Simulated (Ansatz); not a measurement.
# GaF (singlet): the correlation ladder, cc-pVTZ

One table from this session's results is given with a row withheld; the runs are named, their logs left out.

Method: cc-pVTZ, core rule «outside noble gas», up to 15 orbitals frozen; program: Ansatz 0.2.0, Gaussian basis.

Plan: UHF; CCSD(T) on RHF; BCCD(T) on RHF; CISD; CCSDT(Q) on RHF.

26 further runs of the same task are left out: 11 for a known fault of the program, 6 that didn't finish, 9 set aside as unsound or not needed. Runs told in other sessions of the task aren't counted.

### What is computed

The geometry is a PBE0/def2-TZVP stationary point (not a proven minimum) of the parent state, kept for this charge and spin. No spin-orbit coupling is included. The filled d shell of Ga may be among the frozen orbitals whatever the setting's name suggests.

2 atoms, charge 0, spin multiplicity 1.

Atoms are counted from 1 here; the program's logs count them from 0.

Bond lengths: F1–Ga2 1.764 Å.

The first run:

in.yaml reads:

```yaml
crystal:
  periodic: [false, false, false]
  atoms:
    - {symbol: F, position_ang: [0.000000, 0.000000, 0.000000]}
    - {symbol: Ga, position_ang: [0.000000, 0.000000, 1.763700]}
basis:
  gaussian: {orbitals: cc-pVTZ}
magnetization: {spin_polarized: true, initial_magnetization: 0}
hamiltonian: {xc: hf}
output: {orbitals: {seedname: orbitals}}
```

Run with:

```
> ansatz run in.yaml --threads 1 --pin off --events-out ev --progress --plain --max-ram 2393MiB
```

Steps of the session up to this table: UHF; CCSD(T) on RHF; BCCD(T) on RHF; CISD; CCSDT(Q) on RHF.

One table of the session follows, with a row left open; its other results are not shown here.

| method | from RCCSDT(Q) (kcal/mol) |
| --- | --- |
| RHF | +205.41 |
| RMP2 | +10.27 |
| RCCSD | ? |
| RCCSD(T) | +0.36 |
| BCCD(T) | +0.24 |
| RCCSDT | +0.28 |
| RCCSDT(Q) | 0 |

**Question.** Estimate the row for RCCSD.

As computed: from RCCSDT(Q) (kcal/mol): +6.41. In the column «from RCCSDT(Q) (kcal/mol)» it lies between RCCSD(T) (+0.36) and RMP2 (+10.27).

Not comparable, so not listed: CISD (they don't share determinant, frozen orbitals or solution with the rows shown, or repeat one).
